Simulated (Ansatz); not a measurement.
Geometry optimisation, DFT PBE, scalar-relativistic, plane waves, PAW (Ansatz).

input.yaml

```yaml
crystal:
  lattice:
    - [7.398, 0.0, 0.0]
    - [-3.699, 6.406856, 0.0]
    - [0.0, 0.0, 12.0]
  atoms:
    - { symbol: C, position: [0.0, 0.0, 0.0833333] }
    - { symbol: C, position: [0.2222222, 0.1111111, 0.0833333] }
    - { symbol: C, position: [0.0, 0.3333333, 0.0833333] }
    - { symbol: C, position: [0.2222222, 0.4444444, 0.0833333] }
    - { symbol: C, position: [0.0, 0.6666667, 0.0833333] }
    - { symbol: C, position: [0.2222222, 0.7777778, 0.0833333] }
    - { symbol: C, position: [0.3333333, 0.0, 0.0833333] }
    - { symbol: C, position: [0.5555556, 0.1111111, 0.0833333] }
    - { symbol: C, position: [0.3333333, 0.3333333, 0.0833333] }
    - { symbol: C, position: [0.5555556, 0.4444444, 0.0833333] }
    - { symbol: C, position: [0.3333333, 0.6666667, 0.0833333] }
    - { symbol: C, position: [0.5555556, 0.7777778, 0.0833333] }
    - { symbol: C, position: [0.6666667, 0.0, 0.0833333] }
    - { symbol: C, position: [0.8888889, 0.1111111, 0.0833333] }
    - { symbol: C, position: [0.6666667, 0.3333333, 0.0833333] }
    - { symbol: C, position: [0.8888889, 0.4444444, 0.0833333] }
    - { symbol: C, position: [0.6666667, 0.6666667, 0.0833333] }
    - { symbol: C, position: [0.8888889, 0.7777778, 0.0833333] }
    - { symbol: "N", position: [0.8360444, 0.8205637, 0.1975], spin: 1.0 }
    - { symbol: H, position: [0.9361989, 0.8060616, 0.2475] }
    - { symbol: H, position: [0.7358899, 0.8350658, 0.2475] }
magnetization:
  spin_polarized: true
basis:
  ecutwfc: 420.0
kpoints:
  mp_grid: { grid: [2, 2, 1] }
hamiltonian:
  xc: pbe
scf:
  occupations: { method: gaussian, width: 0.02 }
  lower_state_search: "off"
relax:
  f_tol: 0.03
  max_steps: 60
  adjacent_minimum: "off"
output:
  write_density: true
  write_potential: true
  elf: true
  volumetric_format: npy
```

Run as:

```bash
$ ansatz run input.yaml --threads 2 --pin off --max-ram 5120MiB --backend cpu --events-out ev --progress --plain --runs-dir out
```

**Question.** Where does it end, and by what steps?

**Answer.** The run converged. The force dipped under the threshold on the way, but the program's further checks kept it going. Limits of this set-up: coarse k mesh, slab without dipole correction. After 15 steps the energy has fallen by 3.975 eV; H20 moved furthest, 1.12 Å.

```tsv
step	energy less start (eV)	largest force component (eV/Å)	accepted
0	0.0000	7.249	yes
1	-1.7072	4.279	yes
2	-3.0287	2.004	yes
3	-3.5479	1.040	yes
4	-3.7277	0.784	yes
5	-3.8279	1.009	yes
6	-3.8989	0.665	yes
7	-3.9129	0.228	yes
8	-3.9372	0.108	yes
9	-3.9375	0.380	yes
10	-3.9706	0.112	yes
11	-3.9746	0.025	yes
12	-3.9746	0.025	yes
13	-3.9749	0.115	yes
14	-3.9754	0.014	yes
15	-3.9754	0.014	yes
```

```xyz
21
Lattice="7.3980 0.0000 0.0000 -3.6990 6.4069 0.0000 0.0000 0.0000 12.0000" Properties=species:S:1:pos:R:3
C -0.047 0.074 0.990
C 1.179 0.765 0.895
C -1.280 2.193 0.828
C -0.049 2.904 0.821
C -2.498 4.320 0.990
C -1.287 5.037 0.895
C 2.421 0.059 0.918
C 3.650 0.768 0.910
C 1.183 2.192 0.830
C 2.416 2.910 0.889
C -0.049 4.327 0.830
C 1.189 5.035 0.889
C 4.879 0.058 0.914
C 6.123 0.765 0.892
C 3.650 2.188 0.914
C 4.884 2.912 0.892
C 2.405 4.320 0.985
C 3.651 5.040 1.444
N 3.721 5.081 2.950
H 3.712 4.125 3.318
H 2.887 5.547 3.318
```

Whether the end is a true minimum wasn't checked by a vibrational analysis.

The run took 2.4 min on 2 threads of Intel(R) Xeon(R) Platinum 8488C (Sapphire Rapids), with other jobs on the host, peak memory 1 GiB.
